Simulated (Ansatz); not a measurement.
**Ge(eta1-allyl)H3 (C3H8Ge): structure and electronic state**

Aim: characterise Ge(eta1-allyl)H3 (C3H8Ge) as a singlet: its structure, frontier levels and distribution of charge.

Computed with Ansatz 0.2.0, Gaussian basis. Level: RKS PBE0-D4/def2-TZVP.

Plan: relaxation at r2SCAN-D4/def2-SVP; a search for the lowest solution at PBE0-D4/def2-SVP; a single point at PBE0-D4/def2-TZVP.

**1. Starting geometry**

12 atoms, charge 0, spin multiplicity 1.

Atoms are counted from 1 here; the program's logs count them from 0.

Bond lengths: Ge1–C2 1.982 Å, Ge1–H10 1.496 Å, Ge1–H11 1.494 Å, Ge1–H12 1.498 Å, C2–C3 1.487 Å, C2–H5 1.092 Å, C2–H6 1.091 Å, C3–C4 1.321 Å, C3–H7 1.084 Å, C4–H8 1.078 Å, C4–H9 1.077 Å. Angles: C2–Ge1–H10 111.4°, C2–Ge1–H11 111.3°, C2–Ge1–H12 111.2°, H10–Ge1–H11 107.3°, H10–Ge1–H12 107.4°, H11–Ge1–H12 108.0°, Ge1–C2–C3 110.9°, Ge1–C2–H5 108.2°, Ge1–C2–H6 109.0°, C3–C2–H5 110.1°, C3–C2–H6 110.5°, H5–C2–H6 108.1°, C2–C3–C4 124.6°, C2–C3–H7 115.4°, C4–C3–H7 119.9°, C3–C4–H8 121.6°, C3–C4–H9 122.0°, H8–C4–H9 116.4°.

The start is a GFN2-xTB geometry.

**2. Optimising with r2SCAN-D4/def2-SVP**

in.yaml reads:

```yaml
crystal:
  periodic: [false, false, false]
  atoms:
    - {symbol: Ge, position_ang: [-0.073420, -0.710680, -1.664130]}
    - {symbol: C, position_ang: [-0.071040, -0.770840, 0.317400]}
    - {symbol: C, position_ang: [0.510760, 0.474320, 0.885210]}
    - {symbol: C, position_ang: [-0.184250, 1.414060, 1.500710]}
    - {symbol: H, position_ang: [0.515850, -1.637130, 0.631200]}
    - {symbol: H, position_ang: [-1.094420, -0.910390, 0.669180]}
    - {symbol: H, position_ang: [1.578990, 0.594390, 0.746880]}
    - {symbol: H, position_ang: [-1.247750, 1.322280, 1.652180]}
    - {symbol: H, position_ang: [0.278170, 2.308200, 1.882750]}
    - {symbol: H, position_ang: [1.309970, -0.537660, -2.206010]}
    - {symbol: H, position_ang: [-0.895800, 0.429410, -2.170740]}
    - {symbol: H, position_ang: [-0.627080, -1.975980, -2.244640]}
basis:
  gaussian: {orbitals: def2-SVP}
hamiltonian: {xc: r2scan, dispersion: d4}
scf: {lower_state_search: "off"}
output: {orbitals: {seedname: orbitals}}
relax: {f_tol: 0.02, max_steps: 100}
```

The run is started by

```bash
> ansatz run in.yaml --threads 4 --pin off --events-out ev --progress --plain --max-ram 3916MiB
```

The runs that follow: Searching for the lowest solution, PBE0-D4/def2-SVP; Single point, PBE0-D4/def2-TZVP.

**Question.** What will the summary of the whole plan be? Wanted: point group; commonest bond, hydrogen aside; HOMO, LUMO at PBE0-D4/def2-TZVP; dipole at r2SCAN-D4/def2-SVP.

As calculated:

| quantity | value |
| --- | --- |
| point group | C1 |
| commonest bond, hydrogen aside | C–C, 2 of mean length 1.416 Å |
| HOMO, LUMO at PBE0-D4/def2-TZVP | -7.07, 0.06 eV |
| dipole at r2SCAN-D4/def2-SVP | 0.47 D |

**Reading.** The molecule keeps its bonding pattern by the stored test; the atoms moved 0.06 Å (rms). No usable vibrations, so a minimum isn't proven. The point group is read from a loosely relaxed geometry; soft torsions can leave it below the true symmetry.
